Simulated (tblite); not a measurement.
# C4H9FGeS: the cost of one run

The runs use tblite 0.8.0 and PySCF 2.14.0, with density-fitted response routines of our own; the level of theory stands in each step. All values are computed, except where a source is named. Atoms are numbered from 0 throughout.

## (1) The molecule as given

16 atoms, charge 0, multiplicity 1; geometry from: force field or distance geometry start.

Bonds of the start (Å): C0–C1 1.52, C1–S2 1.81, S2–Ge3 2.23, Ge3–C4 1.91, C4–C5 1.33, C5–F6 1.38, C0–H7 1.10, C0–H8 1.12, C0–H9 1.08, C1–H10 1.11, C1–H11 1.12, Ge3–H12 1.54, Ge3–H13 1.56, C4–H14 1.11, C5–H15 1.08.

## (2) Optimising the geometry with GFN2-xTB

Job settings and geometry (Å):

```
{"job": {"kind": "relax", "xc": "GFN2-xTB", "basis": "xTB"}, "charge": 0, "multiplicity": 1}
C      2.921700     0.899500     0.227500
C      1.466700     0.468400     0.289900
S      1.255100    -1.312100     0.049100
Ge    -0.942100    -1.676800     0.190400
C     -1.819000     0.017500     0.053500
C     -3.145200     0.087900     0.027000
F     -3.759000     1.315700    -0.083900
H      3.510800     0.303600     0.944800
H      2.988800     1.952300     0.609200
H      3.282600     0.919800    -0.792700
H      0.827200     1.024800    -0.432000
H      1.094900     0.701000     1.320600
H     -1.437200    -2.678300    -0.868200
H     -1.238700    -2.194800     1.636800
H     -1.237800     0.960600    -0.027300
H     -3.776400    -0.780200     0.111400
```

Command:

```bash
$ OMP_NUM_THREADS=1 python probes_run.py task.json out
```

This one command runs all jobs of the session in turn.

**Question.** How long does this first job take on 1 thread of Arm Neoverse N1, shared host, and how much memory does it need?

About 3.5 s, with a peak of 0.18 GiB.
